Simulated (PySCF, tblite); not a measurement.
**C₅H₁₃Si+: geometry, infrared bands and NMR shifts**

Wanted: the infrared bands and NMR shifts of C₅H₁₃Si+ (`CCC[Si+](C)C`), by calculation.

Computed with tblite 0.8.0 and PySCF 2.14.0, with density-fitted response routines of our own, on a single molecule in the gas phase. Atoms are numbered from 0 throughout.

## Step 1: Starting geometry

19 atoms, charge 1, multiplicity 1; geometry from: force field or distance geometry start.

Bonds of the start (Å): C0–C1 1.51, C1–C2 1.50, C2–Si3 1.88, Si3–C4 1.88, Si3–C5 1.87, C0–H6 1.10, C0–H7 1.12, C0–H8 1.11, C1–H9 1.13, C1–H10 1.11, C2–H11 1.11, C2–H12 1.11, C4–H13 1.10, C4–H14 1.10, C4–H15 1.11, C5–H16 1.08, C5–H17 1.09, C5–H18 1.11.

## Step 2: Relaxing the molecule with GFN2-xTB

What the job is given:

```
{"job": {"kind": "relax", "xc": "GFN2-xTB", "basis": "xTB"}, "charge": 1, "multiplicity": 1}
C      2.134000     0.349200    -0.114600
C      1.646100    -0.988800     0.391400
C      0.310900    -1.231900    -0.243900
Si    -0.893200     0.132300     0.218800
C     -2.609100    -0.432500     0.735300
C     -0.684800     1.781900    -0.643700
H      2.071400     1.164700     0.620500
H      1.551300     0.612800    -1.035700
H      3.161700     0.156800    -0.489600
H      1.527800    -0.988200     1.518100
H      2.311600    -1.817400     0.076000
H      0.365000    -1.203300    -1.355200
H     -0.053300    -2.228200     0.086400
H     -2.725700    -1.483900     0.421600
H     -2.720600    -0.381100     1.827000
H     -3.402800     0.222300     0.323600
H     -0.499000     1.673600    -1.706600
H      0.126500     2.327500    -0.158800
H     -1.627800     2.343700    -0.478400
```

Command:

```bash
$ OMP_NUM_THREADS=1 python probes_run.py task.json out
```

This one command runs all jobs of the session in turn.

**Question.** This job is followed by: GFN2-xTB harmonic vibrations, gas phase; GIAO PBE0/pcSseg-1 NMR shielding, non-relativistic, gas phase. Predict these results of the whole session: strongest single infrared mode (GFN2-xTB); zero-point energy (GFN2-xTB); ¹³C shifts against TMS (PBE0/pcSseg-1, means over atoms taken as alike); ¹H shifts against TMS (PBE0/pcSseg-1, means over atoms taken as alike); ²⁹Si shifts against TMS (PBE0/pcSseg-1).

As calculated:

| quantity | value |
| --- | --- |
| strongest single infrared mode (GFN2-xTB) | 875 cm⁻¹, 188 km/mol |
| zero-point energy (GFN2-xTB) | 103.6 kcal/mol |
| ¹³C shifts against TMS (PBE0/pcSseg-1, means over atoms taken as alike) | 43.3, 26.3, 25.5, 20.3 ppm |
| ¹H shifts against TMS (PBE0/pcSseg-1, means over atoms taken as alike) | 2.85, 2.40, 2.37, 1.24 ppm |
| ²⁹Si shifts against TMS (PBE0/pcSseg-1) | 439.2 ppm |

Relaxing lowered the energy by 0.787 eV in 165 steps; the close pair that moved most is C1–C2, from 1.498 to 1.542 Å. The lowest mode is imaginary (22i cm⁻¹), so the xTB geometry is not a minimum. The strongest single mode, at 875 cm⁻¹, is spread over many atoms; the largest shares are those of Si3, H17. GFN2-xTB is a fitted tight-binding method: band positions and strengths are rough. Its intensities can rank the bands wrongly. At PBE0/pcSseg-1: The widest tensor belongs to Si3: span 577 ppm, with a paramagnetic part of -973 ppm. By nearest atom (PBE0/pcSseg-1), the HOMO sits on H10 22 %; C2 15 % and the LUMO on Si3 62 %.
